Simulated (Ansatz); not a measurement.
# Mg2C: the cell at several levels of theory

One table from this session's results is given with a row withheld; the runs are named, their logs left out.

Code: Ansatz 0.2.0. PAW datasets, plane waves, zero pressure. Simulation only: spin-unpolarised, and no claim that this is the phase found in nature.

## The cell

This is the cell as the run starts from it, not yet at rest; its lengths are not the crystal's.

It is cubic, Fm-3m (No. 225); conventional cell a = 4.944 Å, 10.07 Å³ an atom. Near C stand 8 Mg at 2.14 Å; near Mg stand 4 C at 2.14 Å.

Structure file:

```xyz
3
Lattice="0.0000 2.4719 2.4719 2.4719 0.0000 2.4719 2.4719 2.4719 0.0000" Properties=species:S:1:pos:R:3 pbc="T T T"
C     0.0000    0.0000    0.0000
Mg    1.2360    1.2360    1.2360
Mg    3.7079    3.7079    3.7079
```

Set-up of the first run:

File input.yaml:

```yaml
crystal:
  lattice:
    - [0.0, 2.4719090117, 2.4719090117]
    - [2.4719090117, 0.0, 2.4719090117]
    - [2.4719090117, 2.4719090117, 0.0]
  atoms:
    - { symbol: C, position: [0.0, 0.0, 0.0] }
    - { symbol: Mg, position: [0.25, 0.25, 0.25] }
    - { symbol: Mg, position: [0.75, 0.75, 0.75] }
kpoints:
  mp_grid: { grid: [8, 8, 8] }
hamiltonian:
  xc: pbe
scf:
  occupations: { method: fermi_dirac, width: 0.02 }
relax:
  f_tol: 0.005
  cell: {}
```

Steps of the session up to this table: Relaxing with PBE; Relaxation with r2SCAN; PBEsol: cell and atoms; LDA: cell and atoms; HSE06: cell and atoms.

One table of the session follows, with a row left open; its other results are not shown here.

```
 level  a (Å)  volume (Å³/atom)
   PBE  5.460            13.562
r2SCAN      ?                 ?
PBEsol  5.424            13.295
   LDA  5.357            12.813
 HSE06  5.414            13.223
```

**Question.** Estimate the row for r2SCAN.

As computed: a (Å): 5.422; volume (Å³/atom): 13.282. In the column «a (Å)» it lies between HSE06 (5.414) and PBEsol (5.424).

What this shows: The first relaxation changed the volume by +34.7 % from the start. The volume runs from LDA (least) to PBE (most), a spread of 5.8 %, or 1.9 % in length if all axes shared it alike. The meshes differ: PBE 8×8×8, r2SCAN 8×8×8, PBEsol 8×8×8, LDA 8×8×8, HSE06 6×6×6.
